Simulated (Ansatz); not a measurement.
# MgB in Ansatz: the effect of target pressure

MgB:

```
CELL_PARAMETERS angstrom
2.89515 0.00000 0.00000
0.00000 2.89515 0.00000
0.00000 0.00000 2.89515
ATOMIC_POSITIONS crystal
Mg 0.00000 0.00000 0.00000
B 0.50000 0.50000 0.50000
```

The cell was built by a generator and needn't be a form met in nature.

Alike in all runs:

| Property | Result |
| --- | --- |
| Program | Ansatz 0.2.0 |
| Task | relaxation of cell and atoms |
| Functional | r2SCAN |
| Potentials or basis | Ansatz PAW |
| Cutoff | 500 eV (not typed: the program's choice for these potentials) |
| k mesh | 9 × 9 × 9 |
| Occupations | fermi-dirac, width 0.05 eV |
| Spin | no spin polarisation |

Each run relaxes the cell or the atoms first.

```csv
target pressure,relaxed volume (Å³/atom)
0 GPa,12.02
2 GPa,11.75
5 GPa,?
10 GPa,10.93
20 GPa,10.19
30 GPa,9.63
```

Task: What does the run with target pressure 5 GPa give?

Result: Relaxed volume 11.41 Å³/atom.

Worked out: In Murnaghan's law V^(-B') rises as a straight line in P. The other rows fit best with B' = 3.6, V0 = 12.01 Å³/atom and B0 = 89 GPa, which gives 11.41 Å³/atom at 5 GPa, against the run's 11.41.

Caveats: the plane-wave basis is chosen anew once the cell has moved, so the energies of steps on either side of that aren't comparable; the PAW data sets come from PBE, with cores solved anew for the run's functional, which leaves a small shift of forces and pressure; the volume moved by over 15 % at a fixed basis, so the end points are rough (some runs).
